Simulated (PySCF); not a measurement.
# C6H4BrNS: magnetic properties

Wanted: magnetic properties for C6H4BrNS (`Brc1cc2[nH]ccc2s1`).

Computed with PySCF 2.14.0 and routines of our own; the level stands in each step. Atoms count from 0.

## 1. The system as given

13 atoms, charge 0, multiplicity 1; geometry from: GFN2-xTB.

## 2. Magnetic properties: GIAO PBE0/pcSseg-1

Job settings and geometry (Å):

```
{"job": {"kind": "mag", "xc": "PBE0", "basis": "pcSseg-1", "isotopologues": 0}, "charge": 0, "multiplicity": 1}
Br     4.096983     0.590680     0.160075
C      2.224771     0.446259     0.085930
C      1.518468    -0.716870     0.060567
C      0.137341    -0.436621     0.004643
N     -1.034679    -1.124455    -0.040221
C     -2.062558    -0.225351    -0.082768
C     -1.572937     1.055189    -0.065767
C     -0.173816     0.926364    -0.010188
S      1.252452     1.900282     0.044150
H      1.966335    -1.693121     0.080952
H     -1.133510    -2.125148    -0.043079
H     -3.080613    -0.557910    -0.122296
H     -2.142625     1.961188    -0.089727
```

With the program's defaults for keys left out, this is: GIAO PBE0/pcSseg-1 magnetisability, rotational g tensor and spin-rotation constants, non-relativistic, gas phase.

The run is started by

```bash
> OMP_NUM_THREADS=1 python excited_run.py task.json out
```

This one command runs all jobs of the session in turn.

Standard output:

```text
coarse grid: 59736 points
cycle   1  E = -3256.9755038843  dE =  8.532e-01  |g| = 7.897e-01  |ddm| = 4.238e+00
cycle   2  E = -3256.9284972609  dE =  4.701e-02  |g| = 6.938e-01  |ddm| = 9.994e-01
cycle   3  E = -3256.9988156837  dE = -7.032e-02  |g| = 3.296e-01  |ddm| = 9.108e-01
cycle   4  E = -3257.0265474062  dE = -2.773e-02  |g| = 7.666e-02  |ddm| = 3.766e-01
cycle   5  E = -3257.0276521455  dE = -1.105e-03  |g| = 2.365e-02  |ddm| = 9.227e-02
cycle   6  E = -3257.0277897963  dE = -1.377e-04  |g| = 6.751e-03  |ddm| = 3.135e-02
cycle   7  E = -3257.0277996848  dE = -9.888e-06  |g| = 2.103e-03  |ddm| = 8.515e-03
final grid: 124552 points
cycle   8  E = -3257.0278359487  dE =  1.828e-06  |g| = 3.377e-03  |ddm| = 6.200e-03
cycle   9  E = -3257.0278299345  dE =  6.014e-06  |g| = 5.835e-03  |ddm| = 9.391e-03
cycle  10  E = -3257.0278389421  dE = -9.008e-06  |g| = 5.841e-04  |ddm| = 6.059e-03
cycle  11  E = -3257.0278390270  dE = -8.484e-08  |g| = 6.158e-05  |ddm| = 5.775e-04
cycle  12  E = -3257.0278390279  dE = -9.322e-10  |g| = 2.719e-05  |ddm| = 1.065e-04
converged SCF energy = -3257.0278390279

Magnetisability tensor (1e-30 J/T^2)
    -1550.68       -7.68       39.24
       -7.68    -1339.00       -2.75
       39.24       -2.75    -2537.79
isotropic -1809.16   principal values   -2539.35  -1549.41  -1338.71
isotropic susceptibility -108.950 1e-6 cm^3/mol

Inertial axes            a          b          c
rot. const./GHz      3.4410     0.5081     0.4427
chi total           -93.252    -80.675   -152.923
chi diamagnetic    -463.264  -2222.904  -2551.076
chi paramagnetic    370.012   2142.229   2398.153
quadrupole/D A        9.471      5.881    -15.352
g nuclear            0.5507     0.5018     0.5081
g electronic        -0.5981    -0.5113    -0.4988
g total             -0.0474    -0.0095     0.0094

Spin-rotation constants (kHz, H = +C I.J)
atom  isotope        aa         bb         cc
  0   79Br        1.298      1.232      0.894
  4    14N        0.335      0.064      0.023
  9     1H       -0.248      0.037     -0.048
 10     1H       -0.342      0.041     -0.046
 11     1H        0.316     -0.049     -0.046
 12     1H       -0.205      0.030     -0.048
  1    13C*       1.576      0.149      0.100
  2    13C*       1.299      0.182      0.066
  3    13C*       1.459      0.183      0.084
  5    13C*       1.452      0.158      0.074
  6    13C*       1.199      0.183      0.053
  7    13C*       1.419      0.186      0.078
  8    33S*       1.115      0.199      0.130
* in the singly substituted isotopologue
```

It took 52 s on 1 thread of Arm Neoverse V1, shared host; peak memory 0.98 GiB.

In short:

| quantity | value |
| --- | --- |
| magnetisability | -1809·10⁻³⁰ J/T² |
| molar susceptibility | -109.0·10⁻⁶ cm³/mol |
| rotational g (a, b, c) | -0.0474, -0.0095, 0.0094 |

Orbitals, density, ELF and potential are computed afterwards from the orbital file.

Frontier orbitals at PBE0/pcSseg-1, with the share of their density that lies nearest to each atom:

```csv
orbital,energy (eV),lies on
HOMO,-5.90,"C1, C5 about 19 % each; C3, C7 about 13 % each; Br0 12 %"
LUMO,-0.49,C1 28 %; C2 16 %; S8 14 %
```

ELF in a plane through or near 13 of the atoms.

Values, 10 rows by 14 columns:
```
0.00 0.00 0.00 0.00 0.00 0.00 0.00 0.00 0.00 0.00 0.00 0.00 0.00 0.00
0.00 0.00 0.00 0.00 0.00 0.00 0.00 0.00 0.00 0.00 0.00 0.00 0.00 0.00
0.00 0.00 0.00 0.00 0.47 0.93 0.02 0.10 0.96 0.14 0.00 0.00 0.00 0.00
0.00 0.00 0.18 0.02 0.90 1.00 0.21 0.21 0.96 0.09 0.15 0.01 0.00 0.00
0.00 0.21 0.84 0.72 0.16 0.35 0.92 0.52 0.56 0.52 1.00 0.72 0.00 0.00
0.00 0.21 0.25 0.39 0.43 0.37 0.19 0.86 0.40 0.51 0.78 0.16 0.00 0.00
0.00 0.20 0.79 0.62 0.43 0.87 0.74 0.36 0.16 0.59 0.01 0.00 0.00 0.00
0.00 0.05 0.59 0.37 0.19 0.30 0.30 0.15 0.54 1.00 0.59 0.00 0.00 0.00
0.00 0.00 0.00 0.00 0.20 0.82 0.63 0.01 0.03 0.67 0.01 0.00 0.00 0.00
0.00 0.00 0.00 0.00 0.00 0.02 0.01 0.00 0.00 0.00 0.00 0.00 0.00 0.00
```
The map spans 13.4 Å across and 9.4 Å up, centred on the molecule. Atoms in the plane (x, y in Å): Br0 (-4.1, -0.5), C1 (-2.2, -0.4), C2 (-1.5, 0.8), C3 (-0.1, 0.4), N4 (1.1, 1.1), C5 (2.1, 0.2), C6 (1.5, -1.1), C7 (0.1, -0.9), S8 (-1.3, -1.9), H9 (-1.9, 1.8), H10 (1.2, 2.1), H11 (3.1, 0.5), H12 (2.1, -2.0).

log10 of the density (e/Å³) in the same plane.

Values, 10 rows by 14 columns:
```
-4.0 -4.0 -4.0 -4.0 -4.0 -4.0 -4.0 -4.0 -4.0 -4.0 -4.0 -4.0 -4.0 -4.0
-4.0 -4.0 -4.0 -4.0 -3.6 -3.3 -3.7 -3.5 -3.0 -3.7 -4.0 -4.0 -4.0 -4.0
-4.0 -4.0 -4.0 -3.5 -2.1 -1.6 -2.3 -1.9 -1.0 -2.1 -3.7 -4.0 -4.0 -4.0
-4.0 -3.1 -2.2 -2.1 -0.9  0.3 -0.9 -0.7  0.3 -1.2 -1.9 -3.0 -4.0 -4.0
-3.6 -1.9 -0.7 -0.6 -0.7  0.7  0.3  0.3  0.5  0.0 -0.1 -1.9 -3.9 -4.0
-3.2 -1.4  0.5  1.0  0.2  0.3 -0.4  0.2 -0.1  0.2 -0.7 -2.2 -4.0 -4.0
-3.3 -1.6 -0.1  0.0 -0.4  0.1  0.0  0.8  0.4 -0.1 -1.8 -3.2 -4.0 -4.0
-4.0 -2.4 -1.5 -1.4 -1.1  0.1  0.0 -1.0 -0.7  0.0 -1.8 -3.7 -4.0 -4.0
-4.0 -4.0 -3.3 -3.0 -1.9 -1.0 -1.1 -2.2 -2.2 -1.9 -2.9 -4.0 -4.0 -4.0
-4.0 -4.0 -4.0 -4.0 -3.3 -2.7 -2.7 -3.6 -4.0 -3.9 -4.0 -4.0 -4.0 -4.0
```
The map spans 13.4 Å across and 9.4 Å up, centred on the molecule. Atoms in the plane (x, y in Å): Br0 (-4.1, -0.5), C1 (-2.2, -0.4), C2 (-1.5, 0.8), C3 (-0.1, 0.4), N4 (1.1, 1.1), C5 (2.1, 0.2), C6 (1.5, -1.1), C7 (0.1, -0.9), S8 (-1.3, -1.9), H9 (-1.9, 1.8), H10 (1.2, 2.1), H11 (3.1, 0.5), H12 (2.1, -2.0).

On the surface of density 0.002 e/bohr³ the electrostatic potential runs, from the 1st to the 99th percentile, from -0.77 V near C6 to 2.41 V near H10.

## 3. Magnetic properties: GIAO X3LYP/STO-3G in dichloromethane

Settings changed since step 2:

```diff
@@ -1,2 +1,2 @@
-{"job": {"kind": "mag", "xc": "PBE0", "basis": "pcSseg-1", "isotopologues": 0}, "charge": 0, "multiplicity": 1}
+{"job": {"kind": "mag", "xc": "X3LYP", "basis": "STO-3G", "solvent": "dichloromethane"}, "charge": 0, "multiplicity": 1}
 Br     4.096983     0.590680     0.160075
```

With the program's defaults for keys left out, this is: GIAO X3LYP/STO-3G magnetisability, non-relativistic, IEF-PCM dichloromethane.

Standard output:

```text
coarse grid: 59736 points
cycle   1  E = -3221.6850603571  dE = -1.394e+00  |g| = 3.071e-01  |ddm| = 5.688e+00
cycle   2  E = -3221.7025427751  dE = -1.748e-02  |g| = 3.054e-01  |ddm| = 1.095e+00
cycle   3  E = -3221.7307780950  dE = -2.824e-02  |g| = 1.017e-01  |ddm| = 5.542e-01
cycle   4  E = -3221.7339533457  dE = -3.175e-03  |g| = 3.159e-02  |ddm| = 1.790e-01
cycle   5  E = -3221.7342624674  dE = -3.091e-04  |g| = 5.439e-03  |ddm| = 4.702e-02
cycle   6  E = -3221.7342726164  dE = -1.015e-05  |g| = 1.762e-03  |ddm| = 1.141e-02
cycle   7  E = -3221.7342736475  dE = -1.031e-06  |g| = 5.995e-04  |ddm| = 3.504e-03
final grid: 124552 points
cycle   8  E = -3221.7342900793  dE =  1.111e-07  |g| = 8.469e-04  |ddm| = 2.022e-03
cycle   9  E = -3221.7342897796  dE =  2.997e-07  |g| = 1.277e-03  |ddm| = 2.963e-03
cycle  10  E = -3221.7342903109  dE = -5.313e-07  |g| = 5.835e-05  |ddm| = 1.805e-03
cycle  11  E = -3221.7342903120  dE = -1.081e-09  |g| = 9.973e-06  |ddm| = 8.853e-05
cycle  12  E = -3221.7342903120  dE = -2.819e-11  |g| = 3.574e-06  |ddm| = 1.843e-05
converged SCF energy = -3221.7342903120

Magnetisability tensor (1e-30 J/T^2)
    -1460.37       -5.01       46.71
       -5.01    -1443.70       -2.62
       46.71       -2.62    -2635.26
isotropic -1846.44   principal values   -2637.12  -1460.11  -1442.10
isotropic susceptibility -111.195 1e-6 cm^3/mol

Inertial axes            a          b          c
rot. const./GHz      3.4410     0.5081     0.4427
chi total           -87.888    -86.888   -158.811
chi diamagnetic    -449.984  -2213.396  -2545.957
chi paramagnetic    362.096   2126.508   2387.146
quadrupole/D A        2.716      5.532     -8.248
```

It took 15 s on 1 thread of Arm Neoverse V1, shared host; peak memory 0.68 GiB.

In short:

```csv
quantity,value
magnetisability,-1846·10⁻³⁰ J/T²
molar susceptibility,-111.2·10⁻⁶ cm³/mol
```

## 4. What came out

```
                                           quantity                     value
       magnetisability (step 2, GIAO PBE0/pcSseg-1)          -1809·10⁻³⁰ J/T²
  molar susceptibility (step 2, GIAO PBE0/pcSseg-1)       -109.0·10⁻⁶ cm³/mol
rotational g (a, b, c) (step 2, GIAO PBE0/pcSseg-1)  -0.0474, -0.0095, 0.0094
              surface potential, 1st and 99th percentile        -0.77 V and 2.41 V
```

**Reading.** Steps that list no spin-orbit terms leave them out, which matters at and beside the heavy atoms. By nearest atom (PBE0/pcSseg-1), the HOMO sits on C1, C5 about 19 % each; C3, C7 about 13 % each and the LUMO on C1 28 %; C2 16 %. Vibrational averaging and real surroundings are missing from these values.
